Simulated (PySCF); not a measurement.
# C₅H₄FN: NMR shifts, electronic excitations and K edges in gas and solvents

Aim: compute the NMR shifts, electronic excitations and K edges of C₅H₄FN (`N#C[C@]1(F)C=CC1`), and see what a dielectric continuum does where one was used.

Programs: PySCF 2.14.0, with density-fitted response routines of our own. Each step states its level of theory. These are calculated values for one molecule, in the gas phase or a continuum, unless marked as measured. Atoms count from 0, in the outputs and in this text.

### 1 Starting geometry

11 atoms, charge 0, multiplicity 1; geometry from: GFN2-xTB. The atoms were then displaced at random by about 0.01 Å, so the start is not that level's minimum.

Bonds of the start (Å): N0–C1 1.17, C1–C2 1.46, C2–F3 1.38, C2–C4 1.50, C4–C5 1.32, C5–C6 1.51, C6–C2 1.55, C4–H7 1.09, C5–H8 1.09, C6–H9 1.09, C6–H10 1.09.

### 2 Relaxing the molecule at PBE0-D3(BJ)/def2-SVP

The job: settings as JSON, then the geometry in Å.

```
{"job": {"xc": "PBE0", "basis": "def2-SVP", "d3": "d3bj", "grid": 1, "shake": 0.01, "kind": "geom"}, "charge": 0, "multiplicity": 1}
N      2.893670    -0.068180     0.350230
C      1.810310     0.084170    -0.068460
C      0.438840     0.241160    -0.548640
F      0.490550     0.597500    -1.875750
C     -0.432920     1.069040     0.354220
C     -1.203800     0.047340     0.691310
C     -0.476640    -0.949890    -0.185990
H     -0.368400     2.122580     0.611400
H     -2.038790    -0.077730     1.373030
H     -1.054860    -1.297300    -1.038640
H     -0.019850    -1.794510     0.321630
```

On the command line:

```
OMP_NUM_THREADS=1 python probes_run.py task.json out
```

One launch serves the whole session: the jobs run in the order shown.

The log of the run:

```text
step   0  E = -346.80411094  max force = 0.038194
step   1  E = -346.80432555  max force = 0.008627
step   2  E = -346.80528843  max force = 0.006651
step   3  E = -346.80606305  max force = 0.002805
step   4  E = -346.80609422  max force = 0.000951
step   5  E = -346.80610057  max force = 0.000619
step   6  E = -346.80610409  max force = 0.000216
optimisation converged
```

Run time: 24 s. Hardware: 1 thread of INTEL XEON PLATINUM 8581C at 2.30GHz, shared host; peak memory 0.52 GiB.

The steps of the relaxation:

```
step  energy from step 0 (eV)  largest force component (eV/Å)
   0                   0.0000                          1.9640
   1                  -0.0058                          0.4436
   2                  -0.0320                          0.3420
   3                  -0.0531                          0.1442
   4                  -0.0540                          0.0489
   5                  -0.0541                          0.0318
   6                  -0.0542                          0.0111
```

Close pairs (by a distance rule), those that changed most:

```
  bond  before (Å)  after (Å)  change (Å)
 C4–C5       1.324      1.340      +0.017
 C2–C6       1.545      1.562      +0.017
C6–H10       1.086      1.101      +0.015
 N0–C1       1.171      1.157      -0.015
 C6–H9       1.087      1.101      +0.013
 C2–F3       1.375      1.366      -0.009
 C2–C4       1.503      1.511      +0.008
 C1–C2       1.462      1.469      +0.007
```

The next job starts from the end point, and lists it.

```
                         at the end point                value
  point group (found at 0.08 Å tolerance)                   C1
rotational constants (GHz, main isotopes)  4.464, 2.421, 2.042
                        dipole moment (D)                 3.92
```

### 3 Nuclear shieldings: PBE0/pcSseg-1 in cyclohexane

The job: settings as JSON, then the geometry in Å.

```
{"job": {"kind": "nmr", "xc": "PBE0", "basis": "pcSseg-1", "solvent": "cyclohexane", "pop": true}, "charge": 0, "multiplicity": 1}
N      2.925531     0.100397     0.243932
C      1.827692     0.168688    -0.113502
C      0.425984     0.252749    -0.545082
F      0.395293     0.583356    -1.870598
C     -0.475739     1.061610     0.358679
C     -1.192644    -0.009707     0.725373
C     -0.450697    -0.981374    -0.160246
H     -0.471358     2.122349     0.614482
H     -2.011795    -0.152261     1.434256
H     -1.007872    -1.353166    -1.033440
H      0.072245    -1.817687     0.329587
```

With the program's defaults for keys left out, this is: GIAO PBE0/pcSseg-1 NMR shielding, non-relativistic, IEF-PCM cyclohexane.

The log of the run:

```text
coarse grid: 10064 points
cycle   1  E = -346.8970083956  dE =  1.091e+00  |g| = 6.266e-01  |ddm| = 3.118e+00
cycle   2  E = -346.7101126474  dE =  1.869e-01  |g| = 1.166e+00  |ddm| = 1.214e+00
cycle   3  E = -346.9677526315  dE = -2.576e-01  |g| = 1.914e-01  |ddm| = 8.306e-01
cycle   4  E = -346.9749417661  dE = -7.189e-03  |g| = 5.541e-02  |ddm| = 1.465e-01
cycle   5  E = -346.9754981150  dE = -5.563e-04  |g| = 1.577e-02  |ddm| = 4.454e-02
cycle   6  E = -346.9755460557  dE = -4.794e-05  |g| = 3.246e-03  |ddm| = 1.442e-02
cycle   7  E = -346.9755483284  dE = -2.273e-06  |g| = 7.219e-04  |ddm| = 3.162e-03
final grid: 100128 points
cycle   8  E = -347.0239244050  dE = -2.585e-05  |g| = 6.784e-03  |ddm| = 2.959e-02
cycle   9  E = -347.0239179065  dE =  6.499e-06  |g| = 9.257e-03  |ddm| = 1.258e-02
cycle  10  E = -347.0239349321  dE = -1.703e-05  |g| = 9.194e-04  |ddm| = 6.848e-03
cycle  11  E = -347.0239350763  dE = -1.442e-07  |g| = 2.001e-04  |ddm| = 8.263e-04
cycle  12  E = -347.0239350826  dE = -6.336e-09  |g| = 7.784e-05  |ddm| = 1.769e-04
cycle  13  E = -347.0239350838  dE = -1.199e-09  |g| = 3.424e-05  |ddm| = 6.886e-05
cycle  14  E = -347.0239350841  dE = -2.367e-10  |g| = 1.086e-05  |ddm| = 3.001e-05
converged SCF energy = -347.0239350841

GIAO shielding tensors (ppm)
atom      isotropic    diamagn.    paramagn.     s11        s22        s33       span
  0 N      -39.694     338.853    -378.546   -197.611   -190.864    269.394    467.004
  1 C       60.608     261.025    -200.417    -57.794    -54.561    294.179    351.973
  2 C      100.909     239.932    -139.023     68.723     92.125    141.878     73.155
  3 F      352.320     470.761    -118.441    306.492    371.978    378.491     72.000
  4 C       39.249     252.826    -213.577    -68.875     49.058    137.565    206.440
  5 C       28.197     253.803    -225.607    -97.026     25.710    155.906    252.932
  6 C      136.424     248.162    -111.738    116.833    137.879    154.560     37.727
  7 H       24.741      30.340      -5.599     23.969     24.372     25.882      1.913
  8 H       24.349      29.663      -5.314     22.733     24.490     25.822      3.089
  9 H       28.073      27.978       0.095     25.520     26.555     32.144      6.623
 10 H       28.047      28.456      -0.409     25.202     27.138     31.800      6.598
```

Run time: 9.8 s. Hardware: 1 thread of INTEL XEON PLATINUM 8581C at 2.30GHz, shared host; peak memory 0.76 GiB.

The references, computed at this level on geometries of the same kind, shield at (ppm): 1H TMS 31.26, 13C TMS 184.8, 19F CFCl3 178.6, 15N NH3 266.9. Their shielding less the atom's gives the shift. The references are single molecules in the same continuum, so shifts against H2O, NH3, PH3, H3PO4 or CFCl3 are not on the usual liquid scales and can be off by tens of ppm.

```
atoms                                       environment  σ (ppm)  δ (ppm)
   C5                                         alkene CH     28.2    156.6
   C4                                         alkene CH     39.2    145.6
   C1                                    nitrile carbon     60.6    124.2
   C2  allylic fully substituted sp3 carbon bonded to F    100.9     83.9
   C6                                   allylic sp3 CH2    136.4     48.4
   H8                          hydrogen on an alkene CH    24.35     6.91
   H7                          hydrogen on an alkene CH    24.74     6.52
  H10                    hydrogen on an allylic sp3 CH2    28.05     3.21
   H9                    hydrogen on an allylic sp3 CH2    28.07     3.18
   N0                                  nitrile nitrogen    -39.7    306.6
   F3                         fluorine on an sp3 carbon    352.3   -173.8
```

The run also stored atomic charges by several schemes (e):

```
atoms  Mulliken    IAO  Hirshfeld  ESP fit
   N0     -0.27  -0.24      -0.22    -0.44
   C1      0.15   0.13       0.08     0.28
   C2      0.10   0.29       0.12     0.46
   F3     -0.29  -0.30      -0.10    -0.25
   C4     -0.03  -0.17      -0.05    -0.39
   C5     -0.12  -0.10      -0.01     0.03
   C6     -0.09  -0.27      -0.06    -0.33
```

Mayer bond orders: N0–C1 3.04, C1–C2 0.89, C2–F3 0.90, C2–C4 0.97, C4–C5 1.75, C5–C6 1.03, C6–C2 0.97.

Ring of atoms C2, C4, C5, C6: NICS(0) 1.0, NICS(1) -2.5, NICS(1)zz 1.4 ppm (means of both faces).

### 4 Shielding tensors: PBE0/pcSseg-1 in tetrahydrofuran

The job, as its differences from that of step 3:

```diff
@@ -1,2 +1,2 @@
-{"job": {"kind": "nmr", "xc": "PBE0", "basis": "pcSseg-1", "solvent": "cyclohexane", "pop": true}, "charge": 0, "multiplicity": 1}
+{"job": {"kind": "nmr", "xc": "PBE0", "basis": "pcSseg-1", "solvent": "tetrahydrofuran", "pop": false}, "charge": 0, "multiplicity": 1}
 N      2.925531     0.100397     0.243932
```

Method: GIAO PBE0/pcSseg-1 NMR shielding, non-relativistic, IEF-PCM tetrahydrofuran.

The log of the run:

```text
coarse grid: 10064 points
cycle   1  E = -346.9043820095  dE =  1.083e+00  |g| = 6.172e-01  |ddm| = 3.118e+00
cycle   2  E = -346.7426499947  dE =  1.617e-01  |g| = 1.107e+00  |ddm| = 1.152e+00
cycle   3  E = -346.9730104506  dE = -2.304e-01  |g| = 1.764e-01  |ddm| = 7.697e-01
cycle   4  E = -346.9791370936  dE = -6.127e-03  |g| = 5.144e-02  |ddm| = 1.345e-01
cycle   5  E = -346.9796156326  dE = -4.785e-04  |g| = 1.457e-02  |ddm| = 4.009e-02
cycle   6  E = -346.9796560555  dE = -4.042e-05  |g| = 3.001e-03  |ddm| = 1.305e-02
cycle   7  E = -346.9796579589  dE = -1.903e-06  |g| = 6.138e-04  |ddm| = 2.762e-03
final grid: 100128 points
cycle   8  E = -347.0280221753  dE = -2.610e-05  |g| = 6.720e-03  |ddm| = 2.978e-02
cycle   9  E = -347.0280164560  dE =  5.719e-06  |g| = 9.027e-03  |ddm| = 1.222e-02
cycle  10  E = -347.0280324814  dE = -1.603e-05  |g| = 8.830e-04  |ddm| = 6.524e-03
cycle  11  E = -347.0280326117  dE = -1.303e-07  |g| = 1.767e-04  |ddm| = 7.527e-04
cycle  12  E = -347.0280326166  dE = -4.872e-09  |g| = 4.927e-05  |ddm| = 1.425e-04
cycle  13  E = -347.0280326171  dE = -5.350e-10  |g| = 1.432e-05  |ddm| = 5.295e-05
converged SCF energy = -347.0280326171

GIAO shielding tensors (ppm)
atom      isotropic    diamagn.    paramagn.     s11        s22        s33       span
  0 N      -31.621     339.745    -371.366   -186.231   -178.616    269.984    456.215
  1 C       58.817     260.888    -202.071    -60.635    -56.515    293.602    354.238
  2 C      100.530     240.334    -139.804     67.662     92.140    141.789     74.127
  3 F      355.424     471.062    -115.637    308.217    374.003    384.054     75.837
  4 C       40.216     252.678    -212.462    -67.387     50.437    137.597    204.984
  5 C       25.934     253.607    -227.673   -100.066     21.984    155.884    255.949
  6 C      136.269     247.995    -111.726    116.509    137.803    154.494     37.984
  7 H       24.674      30.253      -5.579     23.838     24.316     25.867      2.029
  8 H       24.167      29.502      -5.335     22.553     24.320     25.630      3.077
  9 H       27.967      27.807       0.159     25.381     26.429     32.090      6.709
 10 H       27.929      28.285      -0.357     25.045     27.024     31.717      6.672
```

It took 8.7 s on 1 thread of INTEL XEON PLATINUM 8581C at 2.30GHz, shared host; peak memory 0.75 GiB.

This run: δ C5 159.3, C4 145.1, C1 126.5, C2 84.8, H8 7.08, H7 6.57 ppm.

### 5 TDDFT and polarisability: wB97X-D/def2-SVPD

The job, as its differences from that of step 4:

```diff
@@ -1,2 +1,2 @@
-{"job": {"kind": "nmr", "xc": "PBE0", "basis": "pcSseg-1", "solvent": "tetrahydrofuran", "pop": false}, "charge": 0, "multiplicity": 1}
+{"job": {"kind": "uv", "xc": "wB97X-D", "basis": "def2-SVPD", "dynamic": true, "nstates": 6, "ntriplets": 0}, "charge": 0, "multiplicity": 1}
 N      2.925531     0.100397     0.243932
```

Level: TDDFT wB97X-D/def2-SVPD, vertical, gas phase, core orbitals frozen in the response.

The log of the run:

```text
coarse grid: 10064 points
cycle   1  E = -346.9241890646  dE =  1.241e+00  |g| = 7.025e-01  |ddm| = 5.139e+00
cycle   2  E = -346.8149239311  dE =  1.093e-01  |g| = 1.058e+00  |ddm| = 2.183e+00
cycle   3  E = -347.0341412320  dE = -2.192e-01  |g| = 9.624e-02  |ddm| = 1.402e+00
cycle   4  E = -347.0355957311  dE = -1.454e-03  |g| = 5.715e-02  |ddm| = 1.876e-01
cycle   5  E = -347.0362347326  dE = -6.390e-04  |g| = 1.052e-02  |ddm| = 8.703e-02
cycle   6  E = -347.0362574687  dE = -2.274e-05  |g| = 3.086e-03  |ddm| = 2.671e-02
cycle   7  E = -347.0362600812  dE = -2.613e-06  |g| = 5.138e-04  |ddm| = 1.129e-02
final grid: 100128 points
cycle   8  E = -347.0859678866  dE = -1.055e-04  |g| = 7.410e-03  |ddm| = 1.720e-01
cycle   9  E = -347.0859650080  dE =  2.879e-06  |g| = 8.856e-03  |ddm| = 2.246e-02
cycle  10  E = -347.0859785798  dE = -1.357e-05  |g| = 1.315e-03  |ddm| = 8.643e-03
cycle  11  E = -347.0859788571  dE = -2.773e-07  |g| = 6.806e-04  |ddm| = 2.530e-03
cycle  12  E = -347.0859789574  dE = -1.003e-07  |g| = 1.582e-04  |ddm| = 1.207e-03
cycle  13  E = -347.0859789634  dE = -6.030e-09  |g| = 2.712e-05  |ddm| = 3.551e-04
cycle  14  E = -347.0859789638  dE = -3.611e-10  |g| = 7.767e-06  |ddm| = 1.402e-04
converged SCF energy = -347.0859789638

Static polarisability (au): isotropic 59.191, principal 50.371 55.915 71.286

Singlet excitations
state   eV       nm        f      main configurations
  1   6.7761    183.0   0.10658   H->L 0.71, H-1->L 0.16
  2   7.0038    177.0   0.04457   H-1->L 0.66, H->L 0.22
  3   7.5060    165.2   0.00767   H-2->L 0.40, H-3->L 0.21, H-4->L 0.10
  4   7.6084    163.0   0.02319   H->L+1 0.32, H-2->L 0.21, H-1->L+1 0.13
  5   7.9018    156.9   0.00064   H-3->L 0.37, H-1->L+3 0.12, H-2->L+3 0.11
  6   7.9749    155.5   0.00562   H-1->L+1 0.20, H->L+1 0.20, H-4->L 0.17
```

Run time: 19 s. Hardware: 1 thread of INTEL XEON PLATINUM 8581C at 2.30GHz, shared host; peak memory 0.79 GiB.

The orbitals next to the gap, with their largest atomic shares:

```
orbital      eV                      atoms
 HOMO−3  -12.24  N0 33 %, C1 20 %, F3 20 %
 HOMO−2  -11.98   N0 37 %, C1 28 %, C6 8 %
 HOMO−1  -11.38  N0 29 %, C1 19 %, C2 14 %
   HOMO  -10.38  C4 35 %, C5 31 %, C6 10 %
   LUMO    0.67   C5 33 %, C4 24 %, N0 8 %
 LUMO+1    1.95  N0 27 %, C1 22 %, C6 10 %
 LUMO+2    2.25  C5 19 %, C1 18 %, C4 13 %
```

With each of the 6 states as a Gaussian band of 0.4 eV half-width at 1/e, the curve within the window shown has maxima at 181 nm (ε 5,800) L/(mol cm). Beyond the last state computed it falls off for lack of states. The curve at chosen wavelengths:

| nm | ε (L/mol/cm) |
| --- | --- |
| 150 | 207 |
| 152 | 353 |
| 154 | 550 |
| 156 | 788 |
| 158 | 1042 |
| 160 | 1281 |
| 162 | 1484 |
| 164 | 1659 |
| 166 | 1855 |
| 168 | 2145 |
| 170 | 2589 |
| 172 | 3204 |
| 174 | 3940 |
| 176 | 4689 |
| 178 | 5316 |
| 180 | 5697 |
| 182 | 5759 |
| 184 | 5491 |
| 186 | 4946 |
| 188 | 4219 |
| 190 | 3416 |
| 192 | 2631 |
| 194 | 1934 |
| 196 | 1359 |
| 198 | 916 |
| 200 | 593 |

Leading natural transition orbitals of singlet state 1: the hole lies on C4 26 %; N0 19 %; C5 19 %; the particle on C5 21 %; N0 17 %; C1, C4 about 14 % each.

Further results of this job:

```
           property  computed
  dipole moment (D)      4.24
polarisability (Å³)      8.77
 HOMO–LUMO gap (eV)     11.05
      −ε(HOMO) (eV)     10.38
C6 with itself (au)      1531
```

Orbitals, density, ELF and potential are computed afterwards from the orbital file.

Frontier orbitals at wB97X-D/def2-SVPD, with the share of their density that lies nearest to each atom:

```
orbital  energy (eV)                                         lies on
   HOMO       -10.38  C4, C5 about 35 % each; H9, H10 about 6 % each
   LUMO         0.67                       C5 29 %; C4 21 %; H8 10 %
```

ELF in a plane through or near 4 of the atoms.

Values, 10 rows by 14 columns:
```
0.00 0.00 0.00 0.00 0.00 0.00 0.00 0.00 0.00 0.00 0.00 0.00 0.00 0.00
0.00 0.00 0.00 0.00 0.00 0.00 0.00 0.03 0.01 0.00 0.00 0.00 0.00 0.00
0.00 0.00 0.00 0.00 0.00 0.00 0.65 1.00 0.96 0.02 0.00 0.00 0.00 0.00
0.00 0.00 0.00 0.07 0.06 0.01 0.29 0.94 0.76 0.07 0.02 0.00 0.00 0.00
0.00 0.00 0.20 0.39 0.66 0.65 0.75 0.44 0.90 0.60 0.50 0.15 0.00 0.00
0.00 0.00 0.27 0.47 0.65 0.88 0.44 0.70 0.81 0.54 0.29 0.07 0.00 0.00
0.00 0.00 0.03 0.21 0.25 0.05 0.24 0.33 0.64 0.18 0.01 0.00 0.00 0.00
0.00 0.00 0.00 0.00 0.00 0.00 0.04 0.19 0.30 0.08 0.00 0.00 0.00 0.00
0.00 0.00 0.00 0.00 0.00 0.00 0.00 0.00 0.00 0.00 0.00 0.00 0.00 0.00
0.00 0.00 0.00 0.00 0.00 0.00 0.00 0.00 0.00 0.00 0.00 0.00 0.00 0.00
```
The map spans 10.7 Å across and 9.7 Å up, centred on the molecule. Atoms in the plane (x, y in Å): C2 (-0.6, 0.1), C4 (0.4, 1.1), C6 (0.5, -1.0), H7 (0.3, 2.2).

On the surface of density 0.002 e/bohr³ the electrostatic potential runs, from the 1st to the 99th percentile, from -1.66 V near N0 to 1.44 V near H8.

### 6 Excited states and response: wB97X-D/def2-SVPD in cyclohexane

The job, as its differences from that of step 5:

```diff
@@ -1,2 +1,2 @@
-{"job": {"kind": "uv", "xc": "wB97X-D", "basis": "def2-SVPD", "dynamic": true, "nstates": 6, "ntriplets": 0}, "charge": 0, "multiplicity": 1}
+{"job": {"kind": "uv", "xc": "wB97X-D", "basis": "def2-SVPD", "solvent": "cyclohexane", "nstates": 6, "ntriplets": 0}, "charge": 0, "multiplicity": 1}
 N      2.925531     0.100397     0.243932
```

With the program's defaults for keys left out, this is: TDDFT wB97X-D/def2-SVPD, vertical, IEF-PCM cyclohexane (non-equilibrium linear response), core orbitals frozen in the response.

The log of the run:

```text
coarse grid: 10064 points
cycle   1  E = -346.9336512207  dE =  1.231e+00  |g| = 6.890e-01  |ddm| = 5.139e+00
cycle   2  E = -346.8437980572  dE =  8.985e-02  |g| = 1.001e+00  |ddm| = 2.142e+00
cycle   3  E = -347.0387093965  dE = -1.949e-01  |g| = 8.747e-02  |ddm| = 1.331e+00
cycle   4  E = -347.0399453010  dE = -1.236e-03  |g| = 5.234e-02  |ddm| = 1.780e-01
cycle   5  E = -347.0404860149  dE = -5.407e-04  |g| = 1.005e-02  |ddm| = 8.319e-02
cycle   6  E = -347.0405063578  dE = -2.034e-05  |g| = 2.942e-03  |ddm| = 2.535e-02
cycle   7  E = -347.0405087207  dE = -2.363e-06  |g| = 4.815e-04  |ddm| = 1.144e-02
final grid: 100128 points
cycle   8  E = -347.0901876462  dE = -1.057e-04  |g| = 7.403e-03  |ddm| = 1.711e-01
cycle   9  E = -347.0901853657  dE =  2.280e-06  |g| = 8.666e-03  |ddm| = 2.204e-02
cycle  10  E = -347.0901983452  dE = -1.298e-05  |g| = 1.198e-03  |ddm| = 8.350e-03
cycle  11  E = -347.0901985695  dE = -2.243e-07  |g| = 6.661e-04  |ddm| = 2.408e-03
cycle  12  E = -347.0901986659  dE = -9.641e-08  |g| = 1.514e-04  |ddm| = 1.199e-03
cycle  13  E = -347.0901986715  dE = -5.624e-09  |g| = 2.787e-05  |ddm| = 3.555e-04
cycle  14  E = -347.0901986719  dE = -3.915e-10  |g| = 7.598e-06  |ddm| = 1.465e-04
converged SCF energy = -347.0901986719

Static polarisability (au): isotropic 65.995, principal 55.832 62.405 79.747

Singlet excitations
state   eV       nm        f      main configurations
  1   6.6649    186.0   0.17437   H->L 0.88
  2   6.9999    177.1   0.02065   H-1->L 0.78
  3   7.4957    165.4   0.01843   H-2->L 0.38, H->L+1 0.21, H-3->L 0.08
  4   7.5776    163.6   0.02272   H-2->L 0.39, H->L+1 0.35
  5   7.9261    156.4   0.00588   H-4->L 0.31, H-1->L+1 0.19, H->L+1 0.18
  6   7.9562    155.8   0.00554   H-3->L 0.37, H-1->L+1 0.10
```

Run time: 14 s. Hardware: 1 thread of INTEL XEON PLATINUM 8581C at 2.30GHz, shared host; peak memory 0.79 GiB.

In short: HOMO -10.21 eV, LUMO 0.79 eV; lowest singlet 6.66 eV.

### 7 Excited states and response: wB97X-D/def2-SVPD in tetrahydrofuran

The job, as its differences from that of step 6:

```diff
@@ -1,2 +1,2 @@
-{"job": {"kind": "uv", "xc": "wB97X-D", "basis": "def2-SVPD", "solvent": "cyclohexane", "nstates": 6, "ntriplets": 0}, "charge": 0, "multiplicity": 1}
+{"job": {"kind": "uv", "xc": "wB97X-D", "basis": "def2-SVPD", "solvent": "tetrahydrofuran", "nstates": 6, "ntriplets": 0}, "charge": 0, "multiplicity": 1}
 N      2.925531     0.100397     0.243932
```

Level: TDDFT wB97X-D/def2-SVPD, vertical, IEF-PCM tetrahydrofuran (non-equilibrium linear response), core orbitals frozen in the response.

The log of the run:

```text
coarse grid: 10064 points
cycle   1  E = -346.9424007258  dE =  1.223e+00  |g| = 6.769e-01  |ddm| = 5.138e+00
cycle   2  E = -346.8691069470  dE =  7.329e-02  |g| = 9.496e-01  |ddm| = 2.113e+00
cycle   3  E = -347.0433151319  dE = -1.742e-01  |g| = 8.050e-02  |ddm| = 1.268e+00
cycle   4  E = -347.0443965067  dE = -1.081e-03  |g| = 4.793e-02  |ddm| = 1.732e-01
cycle   5  E = -347.0448567045  dE = -4.602e-04  |g| = 9.732e-03  |ddm| = 8.132e-02
cycle   6  E = -347.0448755833  dE = -1.888e-05  |g| = 2.811e-03  |ddm| = 2.478e-02
cycle   7  E = -347.0448777780  dE = -2.195e-06  |g| = 4.665e-04  |ddm| = 1.186e-02
final grid: 100128 points
cycle   8  E = -347.0945279063  dE = -1.059e-04  |g| = 7.443e-03  |ddm| = 1.705e-01
cycle   9  E = -347.0945260035  dE =  1.903e-06  |g| = 8.580e-03  |ddm| = 2.186e-02
cycle  10  E = -347.0945387525  dE = -1.275e-05  |g| = 1.111e-03  |ddm| = 8.266e-03
cycle  11  E = -347.0945389450  dE = -1.925e-07  |g| = 6.480e-04  |ddm| = 2.341e-03
cycle  12  E = -347.0945390369  dE = -9.197e-08  |g| = 1.456e-04  |ddm| = 1.215e-03
cycle  13  E = -347.0945390423  dE = -5.358e-09  |g| = 2.958e-05  |ddm| = 3.656e-04
cycle  14  E = -347.0945390427  dE = -4.464e-10  |g| = 7.506e-06  |ddm| = 1.637e-04
converged SCF energy = -347.0945390427

Static polarisability (au): isotropic 74.546, principal 63.177 70.873 89.588

Singlet excitations
state   eV       nm        f      main configurations
  1   6.5978    187.9   0.16542   H->L 0.91
  2   7.0074    176.9   0.01236   H-1->L 0.81
  3   7.4473    166.5   0.03369   H->L+1 0.58, H-2->L 0.13
  4   7.5450    164.3   0.00846   H-2->L 0.70, H->L+1 0.16
  5   7.8876    157.2   0.01504   H-1->L+1 0.33, H-4->L 0.24, H->L+1 0.12
  6   7.9867    155.2   0.01890   H-3->L 0.25, H-4->L 0.13, H-1->L+2 0.10
```

Run time: 14 s. Hardware: 1 thread of INTEL XEON PLATINUM 8581C at 2.30GHz, shared host; peak memory 0.79 GiB.

In short: HOMO -10.05 eV, LUMO 0.88 eV; lowest singlet 6.60 eV.

(Part 1 of 2 ends here.)
